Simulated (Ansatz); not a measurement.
# SnSe: the cost of one run

Program: Ansatz 0.2.0. Level of theory: DFT r2SCAN, scalar-relativistic, plane waves, PAW. These are calculated values, not measurements.

### Step 1. The structure to begin with

The structure is tetragonal, space group P4/nmm (No. 129). The conventional cell has a = 4.286 Å, b = 4.286 Å, c = 10.990 Å, α = 90.00°, β = 90.00°, γ = 90.00°. Around Sn (site symmetry 4mm) lie 5 Se at 2.68 to 3.03 Å. Se (site symmetry 4mm) has 5 Sn at 2.68 to 3.03 Å as nearest neighbours.

Structure file:

```cif
data_structure
_symmetry_space_group_name_H-M 'P4/nmm:1'
_symmetry_Int_Tables_number 129
_cell_length_a 4.2861
_cell_length_b 4.2861
_cell_length_c 10.9898
_cell_angle_alpha 90.000
_cell_angle_beta 90.000
_cell_angle_gamma 90.000
_cell_volume 201.89
loop_
_atom_site_label
_atom_site_type_symbol
_atom_site_symmetry_multiplicity
_atom_site_Wyckoff_symbol
_atom_site_fract_x
_atom_site_fract_y
_atom_site_fract_z
_atom_site_occupancy
Sn1 Sn 2 c 0.50000 0.00000 0.37139 1
Se1 Se 2 c 0.50000 0.00000 0.61509 1
```

It goes back to an entry of the Materials Project, which need not be the stable form.

This cell was relaxed beforehand with the same method: volume 50.47 Å³/atom, gap on the mesh 1.77 eV.

### Step 2. Zero of the scan

File input.yaml:

```yaml
crystal:
  lattice:
    - [4.2860948229, 0.0, 0.0]
    - [0.0, 4.2860948229, 0.0]
    - [0.0, 0.0, 10.9898489716]
  atoms:
    - { symbol: Sn, position: [0.5, 0.0, 0.3713940265] }
    - { symbol: Sn, position: [0.0, 0.5, 0.6286059735] }
    - { symbol: Se, position: [0.5, 0.0, 0.6150878825] }
    - { symbol: Se, position: [0.0, 0.5, 0.3849121175] }
basis:
  ecutwfc: 500
kpoints:
  mp_grid: { grid: [8, 8, 4] }
hamiltonian:
  xc: r2scan
scf:
  occupations: { method: gaussian, width: 0.05 }
output:
  forces: true
  stress: true
  eigenvalues: true
```

Started as:

```sh
$ ansatz run input.yaml --threads 1 --pin off --max-ram 2560MiB --backend cpu --events-out ev --progress --plain --runs-dir out
```

Q: Estimate wall time and peak memory on 1 thread of Intel Xeon Platinum 8488C (Sapphire Rapids), shared host.

About 26 s, with a peak of 0.97 GiB.
